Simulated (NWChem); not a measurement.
# One shape, several levels: CH4Se (SMILES C[SeH])

Wanted: a comparison of 6 runs (HF/3-21G, HF/def2-SVP, B3LYP/6-31G*, B2PLYP/def2-TZVP, MP2/def2-SVPD) of CH4Se. 

The results are computed with NWChem 7.3.0.

2 further runs of the same task are left out: 2 set aside as unsound or not needed.

### Step 1. The molecule

CH4Se has 6 atoms, charge 0, and is taken as a singlet. As SMILES, `C[SeH]`. The shape is that of a PBE0-D4/def2-TZVP optimisation.

Bond lengths: C1–Se2 1.949 Å, C1–H3 1.087 Å, C1–H4 1.089 Å, C1–H5 1.088 Å, Se2–H6 1.468 Å. Angles: C1–Se2–H6 95.4°, Se2–C1–H3 110.6°, Se2–C1–H4 106.0°, Se2–C1–H5 110.6°, H3–C1–H4 109.3°, H3–C1–H5 110.9°, H4–C1–H5 109.3°.

### Step 2. Energy and forces at HF/3-21G (run 1)

work.nw

```
START work
TITLE "CH4Se hf"
memory stack 880 mb heap 220 mb global 1100 mb

GEOMETRY units angstrom noautosym nocenter noautoz
C    -0.134400   -0.353500   -0.393800
Se    0.854300    0.256800    1.170700
H    -1.197900   -0.413200   -0.174800
H     0.243900   -1.350000   -0.617200
H     0.051300    0.300400   -1.242700
H     0.182800    1.559600    1.257800
END

BASIS spherical bse
C library 3-21G
Se library 3-21G
H library 3-21G
END

SCF
nopen 0
rhf
thresh 1e-08
maxiter 80
noprint "final vectors analysis"
END

TASK scf gradient
```

On the command line:

```sh
nwchem work.nw > work.out
```

Log:

```text
[...]
  functions       =    39
[...]
  wavefunction    = RHF
[...]
         Total SCF energy =  -2428.442089217691
      One-electron energy =  -3584.721977540228
      Two-electron energy =   1055.807136443678
 Nuclear repulsion energy =    100.472751878858
        Time for solution =      1.5s
[...]
                         RHF ENERGY GRADIENTS
    atom               coordinates                        gradient
                 x          y          z           x          y          z
   1 C      -0.253979  -0.668018  -0.744174    0.006774   0.007217   0.012818
   2 Se      1.614393   0.485282   2.212302   -0.006629  -0.003673  -0.010211
   3 H      -2.263703  -0.780835  -0.330324   -0.006357  -0.000325   0.002750
   4 H       0.460904  -2.551130  -1.166339    0.003639  -0.005772   0.000395
   5 H       0.096943   0.567674  -2.348362    0.002301   0.004635  -0.004681
   6 H       0.345442   2.947217   2.376897    0.000272  -0.002082  -0.001071
[...]
```

Wall time 2.8 s (1 thread of AMD EPYC 7B13 (Zen 3), shared host); peak memory 0.098 GiB.

### Step 3. Energy and forces at HF/def2-SVP (run 2)

struct.xyz

```xyz
6
CH4Se hf
C     -0.134400    -0.353500    -0.393800
Se     0.854300     0.256800     1.170700
H     -1.197900    -0.413200    -0.174800
H      0.243900    -1.350000    -0.617200
H      0.051300     0.300400    -1.242700
H      0.182800     1.559600     1.257800
```

run.py

```python
from ase.io import read
from ase.calculators.nwchem import NWChem

system = read('struct.xyz')

calc = NWChem(
    label='struct',
    theory='scf',
    memory='2200 mb',
    basis='def2-SVP',
    basispar='spherical bse',
    scf={'nopen': '0', 'rhf': None, 'thresh': '1e-08', 'maxiter': '80', 'print': 'low'},
)
system.calc = calc

forces = system.get_forces()
print("Total energy (eV):", round(system.get_potential_energy(), 6))
print("forces (eV/A):")
for s, f in zip(system.symbols, forces):
    print(f"{s:2s} {f[0]:10.5f} {f[1]:10.5f} {f[2]:10.5f}")
```

On the command line:

```sh
export ASE_NWCHEM_COMMAND="nwchem PREFIX.nwi > PREFIX.nwo"
python run.py
```

Log:

```text
Total energy (eV): -66387.804008
forces (eV/A):
C     0.04906   -0.10773   -0.01841
Se   -0.18702    0.36139    0.02345
H     0.03384    0.00843   -0.03744
H    -0.04947    0.03450   -0.03456
H    -0.03543   -0.03198    0.02329
H     0.18903   -0.26457    0.04361
```

The calculator wrote struct.nwi:

```
title "struct"

permanent_dir struct

scratch_dir struct

start struct

geometry units angstrom nocenter noautosym noautoz
  C  -1.3439999999999999e-01 -3.5349999999999998e-01 -3.9379999999999998e-01
  Se 8.5429999999999995e-01 2.5679999999999997e-01 1.1707000000000001e+00
  H  -1.1979000000000000e+00 -4.1320000000000001e-01 -1.7480000000000001e-01
  H  2.4390000000000001e-01 -1.3500000000000001e+00 -6.1719999999999997e-01
  H  5.1299999999999998e-02 3.0040000000000000e-01 -1.2426999999999999e+00
  H  1.8279999999999999e-01 1.5596000000000001e+00 1.2578000000000000e+00
end

memory 2200 mb

basis spherical bse noprint
   * library def2-SVP
end

scf
  nopen 0
  rhf
  thresh 1e-08
  maxiter 80
  print low
end

task scf gradient
```

struct.nwo:

```text
Northwest Computational Chemistry Package (NWChem) 7.3.0
             --------------------------------------------------------

           Job information
           ---------------

    nwchem branch   = 7.3.0
    use scalapack   = T
    input           = struct.nwi
    prefix          = struct.
    data base       = struct/struct.db
    status          = startup
    nproc           =        1

           Memory information
           ------------------

    heap     =     72089596 doubles =      550.0 Mbytes
    stack    =     72089601 doubles =      550.0 Mbytes
    global   =    144179200 doubles =     1100.0 Mbytes (distinct from heap & stack)
    total    =    288358397 doubles =     2200.0 Mbytes
    verify   = yes
    hardfail = no

           Directory information
           ---------------------

  0 permanent = struct
  0 scratch   = struct

                                NWChem Input Module
                                -------------------

                                      struct
                                      ------

[... 26 lines left out ...]
            Nuclear Dipole moment (a.u.)
[... 63 lines left out ...]
 Forming initial guess at       0.0s

 Starting SCF solution at       0.4s

       Final RHF  results
       ------------------

         Total SCF energy =  -2439.706817890242
      One-electron energy =  -3597.470844900434
      Two-electron energy =   1057.291275131334
 Nuclear repulsion energy =    100.472751878858

        Time for solution =      8.3s

                              NWChem Gradients Module
                              -----------------------

                         RHF ENERGY GRADIENTS

    atom               coordinates                        gradient
                 x          y          z           x          y          z
   1 C      -0.253979  -0.668018  -0.744174   -0.000954   0.002095   0.000358
   2 Se      1.614393   0.485282   2.212302    0.003637  -0.007028  -0.000456
   3 H      -2.263703  -0.780835  -0.330324   -0.000658  -0.000164   0.000728
   4 H       0.460904  -2.551130  -1.166339    0.000962  -0.000671   0.000672
   5 H       0.096943   0.567674  -2.348362    0.000689   0.000622  -0.000453
   6 H       0.345442   2.947217   2.376897   -0.003676   0.005145  -0.000848

 Task  times  cpu:       10.8s     wall:       10.8s
 Total times  cpu:       10.8s     wall:       10.8s
```

Run time: 12 s. Hardware: 1 thread of AMD EPYC 7B13 (Zen 3), shared host; peak memory 0.1 GiB.

Runs 3 to 5 aren't shown in full; the table further down has their settings and results.

### Step 4. Energy and gradient at MP2/def2-SVPD (run 6)

ch4se.xyz

```xyz
6
CH4Se mp2
C     -0.134400    -0.353500    -0.393800
Se     0.854300     0.256800     1.170700
H     -1.197900    -0.413200    -0.174800
H      0.243900    -1.350000    -0.617200
H      0.051300     0.300400    -1.242700
H      0.182800     1.559600     1.257800
```

run.py

```python
from ase.io import read
from ase.calculators.nwchem import NWChem

molecule = read('ch4se.xyz')

calc = NWChem(
    label='ch4se',
    theory='mp2',
    memory='2200 mb',
    basis='def2-SVPD',
    basispar='spherical bse',
    scf={'nopen': '0', 'rhf': None, 'thresh': '1e-08', 'maxiter': '80'},
    mp2={'freeze': 'core 10', 'tight': None},
)
molecule.calc = calc

forces = molecule.get_forces()
e = molecule.get_potential_energy()
print(f"E = {e:.6f} eV")
print("forces (eV/A):")
for s, f in zip(molecule.symbols, forces):
    print(f"{s:2s} {f[0]:10.5f} {f[1]:10.5f} {f[2]:10.5f}")
```

On the command line:

```sh
export ASE_NWCHEM_COMMAND="nwchem PREFIX.nwi > PREFIX.nwo"
python run.py
```

Log:

```text
E = -66398.901521 eV
forces (eV/A):
C     0.07050    0.06767    0.12398
Se    0.00180    0.24415    0.16573
H    -0.28226   -0.02484    0.03219
H     0.08181   -0.25336   -0.07338
H     0.03214    0.15391   -0.23505
H     0.09600   -0.18748   -0.01347
```

The calculator wrote ch4se.nwi:

```
title "ch4se"

permanent_dir ch4se

scratch_dir ch4se

start ch4se

geometry units angstrom nocenter noautosym noautoz
  C  -1.3439999999999999e-01 -3.5349999999999998e-01 -3.9379999999999998e-01
  Se 8.5429999999999995e-01 2.5679999999999997e-01 1.1707000000000001e+00
  H  -1.1979000000000000e+00 -4.1320000000000001e-01 -1.7480000000000001e-01
  H  2.4390000000000001e-01 -1.3500000000000001e+00 -6.1719999999999997e-01
  H  5.1299999999999998e-02 3.0040000000000000e-01 -1.2426999999999999e+00
  H  1.8279999999999999e-01 1.5596000000000001e+00 1.2578000000000000e+00
end

memory 2200 mb

basis spherical bse noprint
   * library def2-SVPD
end

scf
  nopen 0
  rhf
  thresh 1e-08
  maxiter 80
end
mp2
  freeze core 10
  tight
end

task mp2 gradient
```

ch4se.nwo (excerpt; [...] marks lines left out):

```text
[...]
         Total SCF energy =  -2439.711498237004
[...]
                         mp2 ENERGY GRADIENTS
    atom               coordinates                        gradient
                 x          y          z           x          y          z
   1 C      -0.253979  -0.668018  -0.744174   -0.001371  -0.001316  -0.002411
   2 Se      1.614393   0.485282   2.212302   -0.000035  -0.004748  -0.003223
   3 H      -2.263703  -0.780835  -0.330324    0.005489   0.000483  -0.000626
   4 H       0.460904  -2.551130  -1.166339   -0.001591   0.004927   0.001427
   5 H       0.096943   0.567674  -2.348362   -0.000625  -0.002993   0.004571
   6 H       0.345442   2.947217   2.376897   -0.001867   0.003646   0.000262
[...]
```

Wall time 47 s (1 thread of AMD EPYC 7B13 (Zen 3), shared host); peak memory 0.29 GiB.

### Step 5. The series

| run | level | iteration cap | module | energy (Eh) | dipole moment (D) | largest force (eV/Å) | wall time |
| --- | --- | --- | --- | --- | --- | --- | --- |
| 1 | HF/3-21G | 80 | scf | -2428.442089 | 1.47 | 0.833 | 2.8 s |
| 2 | HF/def2-SVP | 80 | scf | -2439.706818 | – | 0.408 | 12 s |
| 3 | B3LYP/6-31G* (spherical functions) | 100 | dft | -2441.794529 | – | 0.602 | 17 s |
| 4 | B3LYP/6-31G* (Cartesian functions) | 100 | dft | -2441.802642 | 1.59 | 0.607 | 19 s |
| 5 | B2PLYP/def2-TZVP | 100 | dft | -2441.650081 | 1.47 | – | 33 s |
| 6 | MP2/def2-SVPD | 80 | mp2 | -2440.114644 | 1.44 | 0.295 | 47 s |

### Step 6. What came out

| quantity | value |
| --- | --- |
| run 6: total energy | -2440.11464 Eh |
| run 6: dipole moment (of the density that the program reports) | 1.44 D |
| run 6: HOMO energy (Hartree–Fock orbitals) | -9.14 eV |
| run 6: LUMO energy (Hartree–Fock orbitals) | 1.95 eV |
| run 6: HOMO–LUMO gap (Hartree–Fock orbitals) | 11.09 eV |
| run 6: correlation energy (10 core orbitals frozen) | -403.1 mEh |
| run 6: largest force on an atom | 0.295 eV/Å |

**Reading.** Over runs 1, 4, 5, 6 the dipole moment (its size) runs from 1.44 D (MP2/def2-SVPD) to 1.59 D (B3LYP/6-31G*). The two ends differ in method and basis. Totals of different functionals can't be ranked against each other. All runs together took 2.2 min, the longest 47 s.
